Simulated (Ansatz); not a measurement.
# ClGeH5O2Si: the cost of one run

Computed with Ansatz 0.2.0, Gaussian basis. Level: the settings change from run to run.

## (1) The relaxed structure

The structure was relaxed beforehand with PBE0-D4 in a triple-zeta def2 set.

SMILES `[OH][Ge]([OH])([SiH3])[Cl]`, 10 atoms, charge 0, spin multiplicity 1.

Atoms are counted from 1 here; the program's logs count them from 0.

Bond lengths: O1–Ge2 1.761 Å, O1–H6 0.962 Å, Ge2–O3 1.772 Å, Ge2–Si4 2.379 Å, Ge2–Cl5 2.173 Å, O3–H7 0.961 Å, Si4–H8 1.482 Å, Si4–H9 1.483 Å, Si4–H10 1.483 Å. Angles: Ge2–O1–H6 112.3°, O1–Ge2–O3 106.5°, O1–Ge2–Si4 109.1°, O1–Ge2–Cl5 109.8°, O3–Ge2–Si4 116.1°, O3–Ge2–Cl5 104.6°, Si4–Ge2–Cl5 110.4°, Ge2–O3–H7 112.0°, Ge2–Si4–H8 108.2°, Ge2–Si4–H9 108.8°, Ge2–Si4–H10 107.5°, H8–Si4–H9 111.0°, H8–Si4–H10 110.6°, H9–Si4–H10 110.7°.

## (2) B97M-V/def2-mTZVP

This run has unrestricted orbitals, coordinates scaled by 0.92, density fitting with cc-pVTZ-jkfit, a grid of angular degree 47, relativity set to scalar, the search for lower states set to full.

Input file in.yaml:

```yaml
crystal:
  periodic: [false, false, false]
  atoms:
    - {symbol: O, position_ang: [-1.225538, 1.429902, 0.073942]}
    - {symbol: Ge, position_ang: [0.002909, 0.455805, -0.335509]}
    - {symbol: O, position_ang: [1.372381, 1.292194, -0.049561]}
    - {symbol: Si, position_ang: [-0.204441, -1.445997, 0.727963]}
    - {symbol: Cl, position_ang: [-0.000592, 0.153826, -2.311332]}
    - {symbol: H, position_ang: [-1.080705, 2.270778, -0.160891]}
    - {symbol: H, position_ang: [1.933873, 1.251560, -0.731304]}
    - {symbol: H, position_ang: [-1.406215, -1.994516, 0.390124]}
    - {symbol: H, position_ang: [-0.136583, -1.208220, 2.069501]}
    - {symbol: H, position_ang: [0.821361, -2.252436, 0.329733]}
basis:
  gaussian: {orbitals: def2-mTZVP, fitting: {mean_field: cc-pVTZ-jkfit}, final_grid: {core_spheres: 20, valence_spheres: 16, degree: 47}}
magnetization: {spin_polarized: true, initial_magnetization: 0}
hamiltonian: {xc: {name: B97M-V}, pseudopotentials: {relativity: scalar}}
scf: {lower_state_search: full}
output: {forces: true}
```

Launch:

```console
ansatz run in.yaml --threads 4 --pin off --events-out ev --progress --plain --max-ram 10444MiB
```

What time and memory should one allow on 4 threads of Arm Neoverse V1, shared host?

About 10 s, with a peak of 0.37 GiB.
